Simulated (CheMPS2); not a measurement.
# DMRG/STO-6G run of GeTe (SMILES [Ge][Te])

What is the vertical ionisation energy of GeTe at DMRG/STO-6G? 

Program for the calculation: CheMPS2 1.8.12.

4 further runs of the same task are left out: 1 that didn't finish, 3 set aside as unsound or not needed.

## Step 1: Starting point

GeTe: 2 atoms, total charge 0, spin state singlet. As SMILES, `[Ge][Te]`. Geometry: the measured bond length.

Bond lengths: Ge1–Te2 2.340 Å.

## Step 2: A single-point energy at DMRG/STO-6G

The input, prepare.py:

```python
from pyscf import ao2mo, cc, dft, gto, mcscf, mp, scf
from pyscf.tools import fcidump

mol = gto.M(atom="""
Ge     0.000000     0.000000     0.000000
Te     0.000000     0.000000     2.340165
""", basis="sto-6g", verbose=4, max_memory=2000)
print("nao                      = %d" % (mol.nao))
mf = scf.RHF(mol)
mf.conv_tol = 1e-10
mf.max_cycle = 200
mf.kernel()
if not mf.converged:
    mf = mf.newton().run(mf.mo_coeff, mf.mo_occ)
print("E(SCF)                   = %.10f" % (mf.e_tot))
# MP2, CCSD and CCSD(T) with the same frozen core
ref = mf
pt = mp.MP2(ref, frozen=27).run()
mycc = cc.CCSD(ref, frozen=27)
mycc.max_cycle = 150
mycc.kernel()
print("MP2 total energy         = %.10f" % (pt.e_tot))
if mycc.converged:
    print("CCSD total energy        = %.10f" % (mycc.e_tot))
    print(f"CCSD(T) total energy     = {mycc.e_tot + mycc.ccsd_t():.10f}")
    print("T1 diagnostic            = %.4f" % (mycc.get_t1_diagnostic()))
# a few density functionals on the same geometry and basis
ks = dft.RKS(mol, xc="pbe0").set(conv_tol=1e-9, verbose=3).run()
if ks.converged:
    print("E(PBE0)                  = %.8f" % (ks.e_tot))
ks = dft.RKS(mol, xc="tpss").set(conv_tol=1e-9, verbose=3).run()
if ks.converged:
    print("E(TPSS)                  = %.8f" % (ks.e_tot))
ks = dft.RKS(mol, xc="b3lyp").set(conv_tol=1e-9, verbose=3).run()
if ks.converged:
    print(f"E(B3LYP)                 = {ks.e_tot:.8f}")
ks = dft.RKS(mol, xc="wb97x").set(conv_tol=1e-9, verbose=3).run()
if ks.converged:
    print(f"E(wB97X)                 = {ks.e_tot:.8f}")
ks = dft.RKS(mol, xc="pbe").set(conv_tol=1e-9, verbose=3).run()
if ks.converged:
    print(f"E(PBE)                   = {ks.e_tot:.8f}")
# rotate to MP2 natural orbitals
occ_no, mo = mcscf.addons.make_natural_orbitals(mp.MP2(mf, frozen=27).run())
mf.mo_coeff = mo
# write the integrals of the correlated orbitals
cas = mcscf.CASCI(mf, 18, 30)
h1, ecore = cas.get_h1eff()
fcidump.from_integrals("FCIDUMP", h1, cas.get_h2eff(), 18, 30, nuc=ecore, ms=0)
# FCI check
ci = mcscf.CASCI(mf, 18, (15, 15))
ci.fix_spin_(ss=0)
ci.fcisolver.conv_tol = 1e-10
ci.fcisolver.max_cycle = 200
ci.kernel()
print(f"exact diagonalisation    = {ci.e_tot:.10f}")
```

The input, chemps2.input:

```
FCIDUMP = FCIDUMP
GROUP = 0
MULTIPLICITY = 1
NELECTRONS = 30
IRREP = 0
EXCITATION = 0
SWEEP_STATES = 50, 100, 150, 200, 200
SWEEP_ENERGY_CONV = 1e-04, 1e-04, 1e-04, 1e-04, 1e-06
SWEEP_MAX_SWEEPS = 4, 3, 4, 3, 6
SWEEP_NOISE_PREFAC = 0.5, 0.05, 0.05, 0.005, 0.0
SWEEP_DVDSON_RTOL = 1e-04, 1e-04, 1e-04, 1e-04, 1e-05
NOCC = 0
NACT = 18
NVIR = 0
MOLCAS_FIEDLER = TRUE
PRINT_CORR = TRUE
TMP_FOLDER = .
```

Launch:

```
python prepare.py && chemps2 --file=chemps2.input
```

Output:

```text
$ python prepare.py

[INPUT] verbose = 4
[INPUT] num. atoms = 2
[INPUT] num. electrons = 84
[INPUT] charge = 0
[INPUT] spin (= nelec alpha-beta = 2S) = 0
[INPUT] symmetry False subgroup None
[INPUT] Mole.unit = angstrom
[INPUT] Symbol           X                Y                Z      unit          X                Y                Z       unit  Magmom
[INPUT]  1 Ge     0.000000000000   0.000000000000   0.000000000000 AA    0.000000000000   0.000000000000   0.000000000000 Bohr   0.0
[INPUT]  2 Te     0.000000000000   0.000000000000   2.340165000000 AA    0.000000000000   0.000000000000   4.422270936293 Bohr   0.0

nuclear repulsion = 376.277262060957
number of shells = 19
number of NR pGTOs = 270
number of NR cGTOs = 45
basis = sto-6g
ecp = {}
CPU time:         0.60
nao                      = 45

******** <class 'pyscf.scf.hf.RHF'> ********
method = RHF
initial guess = minao
damping factor = 0
level_shift factor = 0
DIIS = <class 'pyscf.scf.diis.CDIIS'>
diis_start_cycle = 1
diis_space = 8
diis_damp = 0
SCF conv_tol = 1e-10
SCF conv_tol_grad = None
SCF max_cycles = 200
direct_scf = True
direct_scf_tol = 1e-13
chkfile to save SCF result = tmp7_wjp89v
max_memory 2000 MB (current use 118 MB)
Set gradient conv threshold to 1e-05
Initial guess from minao.
[... 21 lines left out ...]
converged SCF energy = -8645.00083686607
[... 39 lines left out ...]
MP2 total energy         = -8645.0684443395
[... 13 lines left out ...]
converged SCF energy = -8648.08515471858
[... 32 lines left out ...]
converged SCF energy = -8648.80617558991
[... 42 lines left out ...]
CASCI converged
[... 112 lines left out ...]
***     Minimum energy           = -8645.08187577524
[... 8 lines left out ...]
***     Maximum discarded weight = 6.59979128451408e-06
[... 13 lines left out ...]
***     Minimum energy           = -8645.08295543523
[... 7 lines left out ...]
***     Maximum discarded weight = 6.24520649459515e-06
[... 14 lines left out ...]
***     Maximum discarded weight = 1.10161781386408e-08
[... 14 lines left out ...]
***     Maximum discarded weight during the last sweep     = 7.22973253907741e-08
[... 12 lines left out ...]
***     Minimum energy           = -8645.08296988632
[... 14 lines left out ...]
***     Minimum energy           = -8645.08296988626
[... 7 lines left out ...]
***     Maximum discarded weight = 8.10052889883306e-12
[... 14 lines left out ...]
***     Maximum discarded weight = 2.44134080741103e-11
[... 14 lines left out ...]
***     Maximum discarded weight during the last sweep     = 2.74509139712032e-11
[... 101 lines left out ...]
--------------------------------------------------------
Singlet diradical correlation function = < d_i,up d_j,down > + < d_i,down d_j,up > - < d_i,up > * < d_j,down > - < d_i,down > * < d_j,up >
Hamiltonian index order is used!

   Columns 1 to 8

   -0.000000    0.000000    0.000000    0.000000    0.000000    0.000000    0.000000    0.000000
    0.000000   -0.000000    0.000000    0.000000    0.000000    0.000000    0.000000    0.000000
    0.000000    0.000000   -0.000000    0.000000    0.000000    0.000000    0.000000    0.000000
[... 14 lines of this table left out ...]
    0.000000    0.000000    0.000002    0.000002    0.000004    0.000007    0.000007    0.000044

   Columns 9 to 16

    0.000000    0.000000    0.000001    0.000000    0.000000    0.000000    0.000000    0.000001
    0.000000    0.000000    0.000001    0.000000    0.000000    0.000000    0.000000    0.000001
    0.000000    0.000000    0.000001    0.000000    0.000000    0.000001    0.000002    0.000004
[... 14 lines of this table left out ...]
    0.000044    0.000122    0.000508    0.002311    0.021534    0.004413    0.004413    0.006829

   Columns 17 to 18

    0.000001    0.000000
    0.000001    0.000000
    0.000001    0.000002
[... 14 lines of this table left out ...]
    0.006829   -0.000352

--------------------------------------------------------
Two-orbital mutual information = 0.5 * ( s1(i) + s1(j) - s2(i,j) ) * ( 1 - delta(i,j) )
Hamiltonian index order is used!

   Columns 1 to 8

    0           0.000001    0.000001    0.000001    0.000000    0.000000    0.000000    0.000000
    0.000001    0           0.000001    0.000001    0.000000    0.000000    0.000000    0.000000
    0.000001    0.000001    0           0.000001    0.000004    0.000000    0.000000    0.000001
[... 14 lines of this table left out ...]
    0.000002    0.000002    0.000005    0.000005    0.000031    0.000024    0.000024    0.000117

   Columns 9 to 16

    0.000000    0.000000    0.000002    0.000001    0.000001    0.000001    0.000001    0.000002
    0.000000    0.000000    0.000002    0.000001    0.000001    0.000001    0.000001    0.000002
    0.000002    0.000001    0.000002    0.000001    0.000001    0.000007    0.000005    0.000028
[... 14 lines of this table left out ...]
    0.000117    0.000784    0.004245    0.008501    0.080875    0.012029    0.012029    0.012864

   Columns 17 to 18

    0.000002    0.000002
    0.000002    0.000002
    0.000007    0.000005
[... 12 lines of this table left out ...]
    0.033537    0.012864
    0           0.012864
    0.012864    0

--------------------------------------------------------
```

It took 3.9 min on 1 thread of Arm Neoverse V1, shared host; peak memory 0.28 GiB.

## Step 3: The doublet cation: the energy at DMRG/STO-6G

The input, prepare.py:

```python
import numpy as np
from pyscf import ao2mo, cc, dft, gto, lo, mcscf, mp, scf
from pyscf.tools import fcidump

mol = gto.M(atom="""
Ge     0.00000000     0.00000000     0.00000000
Te     0.00000000     0.00000000     4.42227094
""", basis="sto-6g", unit="bohr", charge=1, spin=1, verbose=3)
print("nao: %d" % (mol.nao))
mf = scf.ROHF(mol)
mf.conv_tol = 1e-10
mf.max_cycle = 200
mf.kernel()
if not mf.converged:
    mf = mf.newton().run(mf.mo_coeff, mf.mo_occ)
print(f"reference energy: {mf.e_tot:.10f}")
ref = scf.UHF(mol).run(mf.make_rdm1(), conv_tol=1e-10)
pt = mp.MP2(ref, frozen=27).run()
mycc = cc.CCSD(ref, frozen=27)
mycc.max_cycle = 150
mycc.kernel()
print(f"MP2 total energy: {pt.e_tot:.10f}")
if mycc.converged:
    print(f"E(CCSD): {mycc.e_tot:.10f}")
    print("E(CCSD(T)): %.10f" % (mycc.e_tot + mycc.ccsd_t()))
ks = dft.UKS(mol, xc="pbe0").set(conv_tol=1e-9, verbose=3).run(mf.make_rdm1())
if ks.converged:
    print("E(PBE0): %.8f" % (ks.e_tot))
ks = dft.UKS(mol, xc="tpss").set(conv_tol=1e-9, verbose=3).run(mf.make_rdm1())
if ks.converged:
    print(f"E(TPSS): {ks.e_tot:.8f}")
ks = dft.UKS(mol, xc="b3lyp").set(conv_tol=1e-9, verbose=3).run(mf.make_rdm1())
if ks.converged:
    print("E(B3LYP): %.8f" % (ks.e_tot))
ks = dft.UKS(mol, xc="wb97x").set(conv_tol=1e-9, verbose=3).run(mf.make_rdm1())
if ks.converged:
    print(f"E(wB97X): {ks.e_tot:.8f}")
ks = dft.UKS(mol, xc="pbe").set(conv_tol=1e-9, verbose=3).run(mf.make_rdm1())
if ks.converged:
    print(f"E(PBE): {ks.e_tot:.8f}")
mo = mf.mo_coeff.copy()
for a, b in ((27, 41), (42, 45)):
    if b - a > 1:
        mo[:, a:b] = lo.Boys(mol, mo[:, a:b]).kernel()
mf.mo_coeff = mo
cas = mcscf.CASCI(mf, 18, 29)
h1, ecore = cas.get_h1eff()
fcidump.from_integrals("FCIDUMP", h1, cas.get_h2eff(), 18, 29, nuc=ecore, ms=1)
```

The input, chemps2.input:

```
FCIDUMP = FCIDUMP
GROUP = 0
MULTIPLICITY = 2
NELECTRONS = 29
IRREP = 0
EXCITATION = 0
SWEEP_STATES = 100, 200, 200
SWEEP_ENERGY_CONV = 1e-05, 1e-05, 1e-07
SWEEP_MAX_SWEEPS = 3, 2, 6
SWEEP_NOISE_PREFAC = 0.05, 0.005, 0.0
SWEEP_DVDSON_RTOL = 1e-04, 1e-04, 1e-05
NOCC = 0
NACT = 18
NVIR = 0
MOLCAS_FIEDLER = TRUE
PRINT_CORR = FALSE
TMP_FOLDER = .
```

Launch:

```
python prepare.py && chemps2 --file=chemps2.input
```

Output:

```text
$ python prepare.py
nao: 45
converged SCF energy = -8644.75827016384
reference energy: -8644.7582701638
SCF not converged.
SCF energy = -8644.76475844927 after 50 cycles  <S^2> = 0.78128037  2S+1 = 2.0310395
E(UMP2) = -8644.83977172939  E_corr = -0.0750132801260955
E(SCS-UMP2) = -8644.8394274472  E_corr = -0.0746689979337508
E(UCCSD) = -8644.853164207389  E_corr = -0.08840575812328715
MP2 total energy: -8644.8397717294
E(CCSD): -8644.8531642074
UCCSD(T) correction = -0.00878016600530077
E(CCSD(T)): -8644.8619443734
converged SCF energy = -8647.81712167494  <S^2> = 0.76776972  2S+1 = 2.0176915
E(PBE0): -8647.81712167

WARN: HOMO -0.296649301684893 >= LUMO -0.296640871641571

WARN: HOMO -0.428239671978555 >= LUMO -0.428076950706216

WARN: HOMO -0.408490098507992 >= LUMO -0.408490098507905

WARN: HOMO -0.405496610997311 >= LUMO -0.404642996203794

WARN: HOMO -0.281971309580596 >= LUMO -0.281963419996565

converged SCF energy = -8648.12486757646  <S^2> = 0.75981  2S+1 = 2.0097861
E(TPSS): -8648.12486758
converged SCF energy = -8648.31163185781  <S^2> = 0.75931048  2S+1 = 2.0092889
E(B3LYP): -8648.31163186
converged SCF energy = -8648.53513778653  <S^2> = 0.90517238  2S+1 = 2.1495789
E(wB97X): -8648.53513779

WARN: HOMO -0.293763037527225 >= LUMO -0.29375648892136

WARN: HOMO 0.327221318383603 >= LUMO 0.32722131838363

WARN: HOMO -0.390233590706341 >= LUMO -0.389973154645123

converged SCF energy = -8647.37697211097  <S^2> = 0.75564416  2S+1 = 2.0056362
E(PBE): -8647.37697211

WARN: Initial orbitals are close to convergence. Adding a small perturbation.

$ chemps2 --file=chemps2.input

Running chemps2 version 1.8.12 () with the following options:

[... 67 lines left out ...]
***     Minimum energy           = -8644.82138880016
***     Maximum discarded weight = 0
[... 36 lines left out ...]
***     Minimum energy           = -8644.84721440346
***     Maximum discarded weight = 7.70698790902155e-07
[... 6 lines left out ...]
***     Minimum energy           = -8644.86344841815
***     Maximum discarded weight = 1.44788132649817e-05
[... 5 lines left out ...]
***     Minimum energy           = -8644.86347099372
***     Maximum discarded weight = 1.59594528620455e-05
[... 6 lines left out ...]
***     Minimum energy           = -8644.86347589512
***     Maximum discarded weight = 1.59379380115061e-05
[... 5 lines left out ...]
***     Minimum energy           = -8644.86347624066
***     Maximum discarded weight = 1.59588832017922e-05
[... 7 lines left out ...]
***     Maximum discarded weight during the last sweep     = 1.59588832017922e-05
[... 5 lines left out ...]
***     Minimum energy           = -8644.86350159817
***     Maximum discarded weight = 3.47548624357338e-08
[... 5 lines left out ...]
***     Minimum energy           = -8644.86350186542
***     Maximum discarded weight = 8.19729863693181e-08
[... 6 lines left out ...]
***     Minimum energy           = -8644.8635020327
***     Maximum discarded weight = 8.10014060833142e-08
******************************************************************
[... 16 site updates ...]
******************************************************************
***  Information on right sweep 1 of instruction 1:
***     Elapsed wall time        = 4.989082 seconds
***     Minimum energy           = -8644.86350203302
***     Maximum discarded weight = 7.56505216719713e-08
***     Energy difference with respect to previous leftright sweep = 8.53833626024425e-09
******************************************************************
***  Information on completed instruction 1:
***     The reduced virtual dimension DSU(2)               = 200
***     The total number of reduced MPS variables          = 141479
***     Minimum energy encountered during all instructions = -8644.86350203302
***     Minimum energy encountered during the last sweep   = -8644.86350203302
***     Maximum discarded weight during the last sweep     = 7.56505216719713e-08
******************************************************************
[... 16 site updates ...]
******************************************************************
***  Information on left sweep 0 of instruction 2:
***     Elapsed wall time        = 8.211234 seconds
***     Minimum energy           = -8644.86350203541
***     Maximum discarded weight = 7.98550601546902e-08
******************************************************************
[... 16 site updates ...]
******************************************************************
***  Information on right sweep 0 of instruction 2:
***     Elapsed wall time        = 8.036701 seconds
***     Minimum energy           = -8644.8635020363
***     Maximum discarded weight = 7.99149458483822e-08
***     Energy difference with respect to previous leftright sweep = 6.8030203692615e-10
******************************************************************
***  Information on completed instruction 2:
***     The reduced virtual dimension DSU(2)               = 200
***     The total number of reduced MPS variables          = 140882
***     Minimum energy encountered during all instructions = -8644.8635020363
***     Minimum energy encountered during the last sweep   = -8644.8635020363
***     Maximum discarded weight during the last sweep     = 7.99149458483822e-08
******************************************************************
```

It took 3.2 min on 1 thread of Arm Neoverse V1, shared host; peak memory 0.25 GiB.

## Step 4: What came out

At DMRG/STO-6G, 27 core orbitals frozen:

| quantity | value |
| --- | --- |
| run 1, DMRG/STO-6G: total energy | -8645.08297 Eh |
| run 1, DMRG/STO-6G: T1 diagnostic of the CCSD step | 0.023 |
| doublet cation: total energy | -8644.86350 Eh |
| vertical ionisation energy (to the doublet cation) | 5.972 eV |

The vertical ionisation energy comes to 5.97 eV (576 kJ/mol). In a minimal basis such a difference can be off by several eV, whatever the method. The T1 diagnostic (run 1, DMRG/STO-6G) of 0.023 is above the customary mark for such species, so a single reference may not serve. Relativity is left out (run 1, DMRG/STO-6G) although the molecule holds a heavy atom. Relativity is left out (doublet cation) although the molecule holds a heavy atom.
